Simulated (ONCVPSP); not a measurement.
**Pseudopotential generation for cobalt: ONCV, LDA (Perdew-Wang 92)**

Do these settings give a usable potential? It is generated, then checked for transferability, scattering, ghosts and hardness.

Method: ONCVPSP 4.0.1.1 (patched build), LDA (Perdew-Wang 92), scalar-relativistic.

**1. The design**

The settings as typed:

* element: cobalt (Co, Z = 27)
* type: optimised norm-conserving Vanderbilt (ONCV)
* frozen core: [Ne]
* valence charge: 17
* reference configuration: 3s2 3p6 3d7 4s2
* partial waves: 3s+4s: rc 1.25 bohr, ncon 4, nbas 7, qcut 10.8 1/bohr, 3 projectors, debl 0.8 Ha; 3p: rc 1.05 bohr, ncon 4, nbas 8, qcut 11 1/bohr, 2 projectors, debl 1 Ha; 3d: rc 1.05 bohr, ncon 5, nbas 10, qcut 14.3 1/bohr, local
* local potential: the d channel
* core correction: Teter function fitted to the true core (icmod 2), fcfact 0.45

An earlier all-electron run gives the scale for the radii.

All-electron outer shells of the reference configuration (LDA (PZ), scalar-relativistic, ld1.x):

```tsv
shell	level (eV)	outermost node (bohr)	outermost maximum (bohr)
2p	-769.46	–	0.17
3s	-101.87	0.31	0.67
3p	-65.51	0.28	0.68
3d	-8.46	–	0.66
4s	-5.68	0.96	2.29
4p	-1.39	1.05	3.21
```

**2. Generating the potential**

File Co.dat:

```
# ATOM AND REFERENCE CONFIGURATION
# atsym  z   nc   nv     iexc    psfile
  Co 27.00    3    4  -001012      upf
#
#   n    l    f
    1    0    2.00
    2    0    2.00
    2    1    6.00
    3    0    2.00
    3    1    6.00
    3    2    7.00
    4    0    2.00
#
# PSEUDOPOTENTIAL AND OPTIMIZATION
# lmax
    2
#
#   l,   rc,      ep,       ncon, nbas, qcut
    0    1.25    0.00    4    7   10.80
    1    1.05    0.00    4    8   11.00
    2    1.05    0.00    5   10   14.30
#
# LOCAL POTENTIAL
# lloc, lpopt,  rc(5),   dvloc0
    2    5    1.05    0.00
#
# VANDERBILT-KLEINMAN-BYLANDER PROJECTORs
# l, nproj, debl
    0    3    0.80
    1    2    1.00
    2    0    3.50
#
# MODEL CORE CHARGE
# icmod, fcfact, rcfact
    2    0.45    0.80
#
# LOG DERIVATIVE ANALYSIS
# epsh1, epsh2, depsh
   -5.00    5.00    0.04
#
# OUTPUT GRID
# rlmax, drl
    6.00    0.01
#
# TEST CONFIGURATIONS
# ncnf
    4
# nvcnf
#   n    l    f
    4
    3    0    2.00
    3    1    6.00
    3    2    7.00
    4    0    1.00
#
    4
    3    0    2.00
    3    1    6.00
    3    2    7.00
    4    0    0.00
#
    4
    3    0    2.00
    3    1    6.00
    3    2    6.00
    4    0    0.00
#
    4
    3    0    2.00
    3    1    6.00
    3    2    7.00
    4    0    1.50
#
```

Started as:

```sh
$ oncvpsp.x < Co.dat > Co.out
```

What does the calculation give? Wanted: cutoffs for 1 and 0.1 mHa per electron, occupied waves; bound ghosts; GHOST(+) flags; largest test error; largest phase difference near zero energy, channels read; rms error of d²Exc/dn², without and with the model core; projector energies reset by the program.

As calculated:

| quantity | value |
| --- | --- |
| cutoffs for 1 and 0.1 mHa per electron, occupied waves | 86 Ha and 97 Ha |
| bound ghosts | none found |
| GHOST(+) flags | s at 670 eV |
| largest test error (AE − PS) | -16 meV, for 3s2 3p6 3d6 4s0 |
| largest phase difference near zero energy, channels read | 0.002 rad |
| rms error of d²Exc/dn², without and with the model core | 2.68 and 1.09 mHa |
| projector energies reset by the program | p: -2.408, 0.250 Ha |

The worst unpolarised test, 3s2 3p6 3d6 4s0, is off by 16 meV on 62.6 eV; by total energies transferability rates as good. By its cutoff, 86 Ha for the looser tolerance, it is very hard. At the looser tolerance the 3d wave is the slowest; 3s needs 38 Ha. No bound ghost shows below the valence levels. Near zero energy the phases of the channels with partial waves agree within 0.002 rad. The program also flags highly localised states, GHOST(+) (s). These are tests on the free atom; a crystal test is still owed.
